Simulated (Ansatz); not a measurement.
# C: the cost of one run

Computed with Ansatz 0.2.0 (DFT r2SCAN, scalar-relativistic, plane waves, PAW, unless a step's input says otherwise).

4 further runs of the same task are left out: 4 set aside as unsound or not needed.

### Step 1. Starting point

The structure is hexagonal, space group P6_3/mmc (No. 194). The conventional cell has a = 2.456 Å, b = 2.456 Å, c = 7.036 Å, α = 90.00°, β = 90.00°, γ = 120.00°. C (site symmetry -6m2) has 3 C at 1.42 Å as nearest neighbours.

As a file:

```
CELL_PARAMETERS angstrom
2.45581 0.00000 0.00000
-1.22790 2.12679 0.00000
0.00000 0.00000 7.03642
ATOMIC_POSITIONS crystal
C 0.00000 0.00000 0.25000
C 0.00000 0.00000 0.75000
C 0.33333 0.66667 0.25000
C 0.66667 0.33333 0.75000
```

It goes back to an entry of the Materials Project.

It is the result of an earlier relaxation at this level (volume 9.19 Å³/atom; gap on the mesh: none (metal)).

The unstrained cell was computed beforehand with the same settings: E(σ→0) = -1006.6734 eV for 4 atoms, gap none (metal).

### Step 2. The cell strained by +1.5 %

The input, input.yaml:

```yaml
crystal:
  lattice:
    - [2.4558082585, 0.0, 0.0]
    - [-1.2279041293, 2.1267923387, 0.0]
    - [0.1055463578, 0.0, 7.0364238502]
  atoms:
    - { symbol: C, position: [0.0, 0.0, 0.25] }
    - { symbol: C, position: [0.0, 0.0, 0.75] }
    - { symbol: C, position: [0.3333333333, 0.6666666667, 0.25] }
    - { symbol: C, position: [0.6666666667, 0.3333333333, 0.75] }
basis:
  ecutwfc: 500
kpoints:
  mp_grid: { grid: [24, 24, 8] }
hamiltonian:
  xc: r2scan
scf:
  occupations: { method: gaussian, width: 0.1 }
output:
  forces: true
  stress: true
  eigenvalues: true
relax:
  adjacent_minimum: "off"
  f_tol: 0.008
  max_steps: 40
```

Run with:

```bash
$ ansatz run input.yaml --threads 1 --pin off --max-ram 2560MiB --backend cpu --events-out ev --progress --plain --runs-dir out
```

**Question.** How long does this run take on 1 thread of AMD EPYC 9R45 (Zen 5), shared host, and how much memory does it need?

About 44 s, with a peak of 1 GiB.
